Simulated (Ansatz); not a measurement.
Input of an Ansatz 0.2.0 run:

File input.yaml:

```yaml
crystal:
  lattice:
    - [0.0, 2.31, 2.31]
    - [2.31, 0.0, 2.31]
    - [2.31, 2.31, 0.0]
  atoms:
    - { symbol: Hf, position: [0.5, 0.5, 0.5] }
    - { symbol: B, position: [0.0, 0.0, 0.0] }
hamiltonian:
  xc: lda
  pseudopotentials: { kind: paw }
kpoints:
  mp_grid: { grid: [10, 10, 10] }
scf:
  occupations: { method: fermi_dirac, width: 0.05 }
output:
  forces: true
  stress: true
  eigenvalues: true
relax:
  f_tol: 0.01
  max_steps: 40
  cell: { stress_tol: 0.05 }
```

Potentials or basis: Ansatz PAW.

The run is started by

```console
$ ansatz run input.yaml --threads 2 --pin off --max-ram 5632MiB --backend cpu --events-out ev --progress --plain --runs-dir out
```

Q: Estimate the band gap on the k mesh.

A: None (metal or under the smearing width).

Q: What does it give for the relaxed volume?

A: 13.38 Å³/atom.

Q: Estimate the space group after relaxing (to 0.05 Å).

A: Fm-3m (No. 225).

Final structure:
```
Hf B
1.0
     0.00000    2.37378    2.37378
     2.37378    0.00000    2.37378
     2.37378    2.37378    0.00000
Hf B
1 1
Direct
  0.50000 0.50000 0.50000
  0.00000 0.00000 0.00000
```

Caveat: the PAW data sets come from PBE, with cores solved anew for the run's functional, which leaves a small shift of forces and pressure. Spin-orbit coupling is left out, which matters for the levels of Hf.
